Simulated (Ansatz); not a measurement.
**GaSn: relaxation of cell and atoms with PBEsol**

The system is GaSn.

```
CELL_PARAMETERS angstrom
0.00000 2.90288 3.09822
2.72925 0.00000 3.09822
2.72925 2.90288 0.00000
ATOMIC_POSITIONS crystal
Ga 0.50000 0.50000 0.50000
Sn 0.00000 0.00000 0.00000
```

The cell was built by a generator and needn't be a form met in nature.

| Quantity | Value |
| --- | --- |
| Program | Ansatz 0.2.0 |
| Task | relaxation of cell and atoms |
| Functional | PBEsol |
| Potentials or basis | Ansatz PAW |
| Cutoff | 420 eV (not typed: the program's choice for these potentials) |
| k mesh | 8 × 8 × 8 |
| Occupations | fermi-dirac, width 0.05 eV |
| Spin | no spin polarisation |
| Target pressure | 20 GPa |
| Target pressure (GPa) | 20 |

| Property | Result |
| --- | --- |
| Relaxed volume | 18.61 Å³/atom |
| Relaxed cell | a = 3.748 Å, b = 3.748 Å, c = 3.748 Å, α = 60.00°, β = 60.00°, γ = 60.00° |
| Space group after relaxing (to 0.05 Å) | Fm-3m (No. 225) |
| Energy change on relaxing (the enthalpy is what falls) | +159.3 meV/atom |
| Ionic steps | 8 |
| Pressure after relaxing | 20.0 GPa |
| Band gap on the k mesh | none (metal or under the smearing width) |

Step by step:
| step | energy change (eV) | largest force (eV/Å) | volume (Å³) |
| --- | --- | --- | --- |
| 1 | 0.0000 | 0.0000 | 49.09 |
| 2 | -0.0050 | 0.0000 | 43.71 |
| 3 | 0.1335 | 0.0000 | 39.66 |
| 4 | 0.2093 | 0.0000 | 38.22 |
| 5 | 0.3017 | 0.0000 | 37.35 |
| 6 | 0.3168 | 0.0000 | 37.23 |
| 7 | 0.3165 | 0.0000 | 37.23 |
| 8 | 0.3187 | 0.0000 | 37.23 |

Final structure:
```yaml
crystal:
  lattice:
    - [0.00000, 2.65019, 2.65029]
    - [2.65018, 0.00000, 2.65029]
    - [2.65018, 2.65019, 0.00000]
  atoms:
    - { symbol: Ga, position: [0.50000, 0.50000, 0.50000] }
    - { symbol: Sn, position: [0.00000, 0.00000, 0.00000] }
```

Levels at points of the mesh, in eV from the Fermi level:
```
             k point  band 12  band 13  band 14  band 15  band 16  band 17
  (0.00, 0.00, 0.00)     1.50     1.50     1.50     4.35     7.40     7.40
 (0.00, 0.00, -0.50)    -8.37     2.35     2.35     2.76     2.76     4.30
(0.00, -0.50, -0.50)    -6.00    -2.31    -2.22    -2.22     3.12    12.42
(-0.50, 0.00, -0.50)    -6.00    -2.31    -2.22    -2.22     3.12    12.42
(-0.50, -0.50, 0.00)    -6.00    -2.31    -2.22    -2.22     3.12    12.42
```

Wall time 18 s on 2 threads of Arm Neoverse V2, on a shared host, peak memory 0.4 GiB.

Caveat: the volume moved by over 15 % at a fixed basis, so the end points are rough; the plane-wave basis is chosen anew once the cell has moved, so the energies of steps on either side of that aren't comparable; the PAW data sets come from PBE, with cores solved anew for the run's functional, which leaves a small shift of forces and pressure.
